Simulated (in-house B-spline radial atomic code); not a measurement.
# Tl⁺: excited configurations

Wanted: excitation energies of Tl⁺ as differences of total energies (ΔSCF).

Method: scalar-relativistic (spin-free one-electron X2C) SCAN, spin-polarised, spherical fractional occupations, Fermi nucleus, basis-set limit. Code: in-house B-spline radial atomic code version 1.

**1. What is computed**

```
element       : thallium (Z = 81)
charge        : +1
electrons     : 80
configuration : [Xe] 4f14 5d10 6s2
Hamiltonian   : scalar-relativistic (X2C)
nucleus       : Fermi, rms radius 5.476 fm
```

Outer shells as boxes (Hund's rule):

[Xe] 4f14 5d10 6s2
```
[Xe] core
4f [↑↓][↑↓][↑↓][↑↓][↑↓][↑↓][↑↓]
5d [↑↓][↑↓][↑↓][↑↓][↑↓]
6s [↑↓]
```

Where spins are not typed, each open shell is filled with up spins first.

**2. The base configuration**

Settings, as recorded:

```ini
Z = 81
electrons = 80.0
configuration = [Xe] 4f14 5d10 6s2
hamiltonian = x2c
method = scan,scan
spin_polarised = True
nucleus = fermi
rms_radius = 5.4759
mass_number = 205
atomic_mass = 204.974427318
speed_of_light = 137.035999084
```

**3. [Kr] 4d9 4f14 5s2 5p6 5d10 6s2 7s1**

Settings: those of step 2 with these lines changed.

```diff
@@ -2,3 +2,3 @@
 electrons = 80.0
-configuration = [Xe] 4f14 5d10 6s2
+configuration = [Kr] 4d9 4f14 5s2 5p6 5d10 6s2 7s1
 hamiltonian = x2c
```

**4. Run with [Xe] 4f14 5d10 6s1 7s1**

Settings: those of step 3 with these lines changed.

```diff
@@ -2,3 +2,3 @@
 electrons = 80.0
-configuration = [Kr] 4d9 4f14 5s2 5p6 5d10 6s2 7s1
+configuration = [Xe] 4f14 5d10 6s1 7s1
 hamiltonian = x2c
```

**5. [Kr] 4d9 4f14 5s2 5p6 5d10 6s2 7d1**

Settings: those of step 4 with these lines changed.

```diff
@@ -2,3 +2,3 @@
 electrons = 80.0
-configuration = [Xe] 4f14 5d10 6s1 7s1
+configuration = [Kr] 4d9 4f14 5s2 5p6 5d10 6s2 7d1
 hamiltonian = x2c
```

**6. Run with [Xe] 4f14 5d10 6s1 6p1**

Settings: those of step 5 with these lines changed.

```diff
@@ -2,3 +2,3 @@
 electrons = 80.0
-configuration = [Kr] 4d9 4f14 5s2 5p6 5d10 6s2 7d1
+configuration = [Xe] 4f14 5d10 6s1 6p1
 hamiltonian = x2c
```

**7. Configuration [Xe] 4f14 5d10 6s1 7f1**

Settings: those of step 6 with these lines changed.

```diff
@@ -2,3 +2,3 @@
 electrons = 80.0
-configuration = [Xe] 4f14 5d10 6s1 6p1
+configuration = [Xe] 4f14 5d10 6s1 7f1
 hamiltonian = x2c
```

Q: How far above the reference does each configuration lie (order and size, in eV)?

The runs gave:

| net move | configuration | 2|M_S|+1 | energy above the reference (eV) | largest <r> (bohr) |
| --- | --- | --- | --- | --- |
| 6s → 6p | [Xe] 4f14 5d10 6s1 6p1 | 3 | 7.418 | 3.10 |
| 6s → 7s | [Xe] 4f14 5d10 6s1 7s1 | 3 | 13.169 | 5.74 |
| 6s → 7f | [Xe] 4f14 5d10 6s1 7f1 | 3 | 18.958 | 22.4 |
| 4d → 7s | [Kr] 4d9 4f14 5s2 5p6 5d10 6s2 7s1 | 3 | 392.19 | 5.58 |
| 4d → 7d | [Kr] 4d9 4f14 5s2 5p6 5d10 6s2 7d1 | 3 | 396.42 | 10.7 |

What this shows: The energies run from 7.418 eV (6s → 6p) to 396.42 eV (4d → 7d). 2 of them lie more than 60 % above minus the reference's highest level (16.791 eV), in the range where a state can decay by emitting an electron. The reference has 2|M_S|+1 = 1; 5 of the configurations differ from it in spin. These are spherical averages at the typed spins, not spectroscopic levels.
